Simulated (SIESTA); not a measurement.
A run of SIESTA 5.4.2 is set up as follows.

The input Bi2Te3.fdf:

```
SystemName                      Tellurobismuthite
SystemLabel                     Bi2Te3
NumberOfSpecies                 2
NumberOfAtoms                   5
%block ChemicalSpeciesLabel
  1  83 Bi
  2  52 Te
%endblock ChemicalSpeciesLabel

LatticeConstant                 1.0 Ang
%block LatticeVectors
     2.1930000000     1.2661291403    10.1656666667
    -2.1930000000     1.2661291403    10.1656666667
     0.0000000000    -2.5322582807    10.1656666667
%endblock LatticeVectors
AtomicCoordinatesFormat         Fractional
%block AtomicCoordinatesAndAtomicSpecies
     0.6000000000     0.6000000000     0.6000000000  1  Bi
     0.4000000000     0.4000000000     0.4000000000  1  Bi
     0.7905000000     0.7905000000     0.7905000000  2  Te
     0.2095000000     0.2095000000     0.2095000000  2  Te
     0.0000000000     0.0000000000     0.0000000000  2  Te
%endblock AtomicCoordinatesAndAtomicSpecies

%block kgrid.MonkhorstPack
    7   0   0  0.0
    0   7   0  0.0
    0   0   7  0.0
%endblock kgrid.MonkhorstPack
XC.Functional                   LDA
XC.Authors                      PW92
PAO.BasisSize                   DZP
PAO.EnergyShift                 0.003 Ry
Mesh.Cutoff                     500 Ry
OccupationFunction              FD
ElectronicTemperature           0.05 eV
MaxSCFIterations                120
SCF.MustConverge                false
SCF.Mixer.Method                Pulay
SCF.Mixer.Weight                0.25
SCF.Mixer.History               8
SCF.DM.Tolerance                5.0e-05
SCF.H.Tolerance                 1.0e-03 eV
WriteForces                     true
Charge.Mulliken                 end
BandLinesScale                  ReciprocalLatticeVectors
%block BandLines
    1    0.000000   0.000000   0.000000  \Gamma
   13    0.500000   0.000000   0.000000  L
    8    0.500000   0.177008  -0.177008  B1
    1    0.822992   0.500000   0.177008  B
   15    0.500000   0.500000   0.500000  Z
    5    0.000000   0.000000   0.000000  \Gamma
   15    0.338504   0.000000  -0.338504  X
    1    0.661496   0.338504   0.000000  Q
    7    0.500000   0.500000   0.000000  F
    2    0.661496   0.661496   0.177008  P1
   13    0.500000   0.500000   0.500000  Z
    1    0.500000   0.000000   0.000000  L
    3    0.822992   0.338504   0.338504  P
%endblock BandLines
%block PAO.Basis
  Bi 4
  n=6 0 2
    5.772 0.000
  n=6 1 2
    8.049 0.000
  n=5 2 2
    3.889 0.000
  n=6 2 1
    8.049
  Te 4
  n=5 0 2
    5.613 0.000
  n=5 1 2
    7.253 0.000
  n=4 2 2
    3.260 0.000
  n=5 2 1
    7.253
%endblock PAO.Basis
```

Potentials or basis: PseudoDojo 0.4 standard (LDA files), DZP (energy shift 0.003 Ry; two zetas on semicore shells).

Run with:

```sh
$ siesta Bi2Te3.fdf > Bi2Te3.out 2>&1
```

(1) Estimate the band gap on the k mesh.

(2) Predict the pressure.

(3) What does it give for the band gap along the path?

Results:

(1) 0.20 eV, direct.

(2) -1.0 GPa.

(3) 0.20 eV, direct.

Caveat: spin-orbit coupling is left out, which as a rule narrows the gap of such compounds by several tenths of an eV; the basis of atomic orbitals isn't converged, which shifts pressures, moduli and gaps.

**The experiment to reproduce.**

“Vacancy and Antisite-Induced Ferromagnetism in Liquid-Phase Exfoliated Bi2Te3”, 2024, arxiv:2412.10539 quotes, for a bulk crystal of Bi2Te3: band gap 0.17 eV.

A measured gap of Bi2Te3 is 0.17 eV (quoted in “Vacancy and Antisite-Induced Ferromagnetism in Liquid-Phase Exfoliated Bi2Te3”, 2024, arxiv:2412.10539); the calculated 0.20 eV misses it by +0.03 eV. Spin-orbit coupling on Bi, Te is left out. The value is that of LDA in an atomic basis (PseudoDojo 0.4 standard (LDA files), DZP (energy shift 0.003 Ry; two zetas on semicore shells)), whose error adds to the functional's,, without temperature or zero-point motion.
